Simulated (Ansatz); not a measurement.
I need a ladder of methods at one geometry of CH8BNSi, SMILES BCN[SiH3]. Use Ansatz's Python interface. Level of theory (for the species named): MP2, def2-SVP basis, multiplicity 1. The script varies method: mp2, ccsd, ccsd_t.

The script reads `ch8bnsi.xyz`:
```text
12

B    -1.90820    0.76040    0.61690
C    -0.74730    0.22590   -0.25030
N     0.37730   -0.01570    0.60330
Si    1.88640   -0.52830   -0.38390
H    -2.97470    1.06320    0.05400
H    -1.84840    0.98910    1.76870
H    -0.46650    0.98840   -1.02030
H    -1.03480   -0.69540   -0.75000
H     0.18830   -0.80680    1.28690
H     2.95730   -0.82710    0.52200
H     1.44940   -1.75110   -1.11340
H     2.19810    0.54220   -1.29980
```

`methods_ch8bnsi.py`
```python
"""One geometry of CH8BNSi, method by method."""

import ansatz as az

geometry = az.Crystal.molecule_from_extxyz("ch8bnsi.xyz")

calc = geometry.calculation().basis(gaussian="def2-SVP").accuracy("high")

methods = ["mp2", "ccsd", "ccsd_t"]
reports = [calc.correlation(m).run(threads=1).report for m in methods]
print(f"Hartree-Fock reference {reports[0]['reference_energy_ev'] / 27.211386246:.6f} Ha")
best = reports[-1]["free_energy_ev"] - reports[-1]["reference_energy_ev"]
for method, each in zip(methods, reports):
    gained = each["free_energy_ev"] - each["reference_energy_ev"]
    print(f"{method:8s} total {each['free_energy_ev'] / 27.211386246:.6f} Ha  correlation {gained:9.4f} eV  ({100 * gained / best:.1f} % of the last)")
```

```console
$ python methods_ch8bnsi.py
Hartree-Fock reference -410.370087 Ha
mp2      total -410.870275 Ha  correlation  -13.6108 eV  (86.9 % of the last)
ccsd     total -410.930466 Ha  correlation  -15.2487 eV  (97.4 % of the last)
ccsd_t   total -410.945589 Ha  correlation  -15.6602 eV  (100.0 % of the last)
```

What to keep in mind:
- These settings explore the input space; basis and method may be short of convergence.
- The geometry is a force-field or estimated start, not a minimum of this method, and the basis set is short of its limit. A lower total doesn't mark the better method: functionals have no common bound, and MP2 and coupled cluster aren't variational.
- Inner cores stay frozen, so this is valence correlation.
- Timing: 63 s on 1 thread of Arm Neoverse V1, on a shared host, peak memory 0.81 GiB.
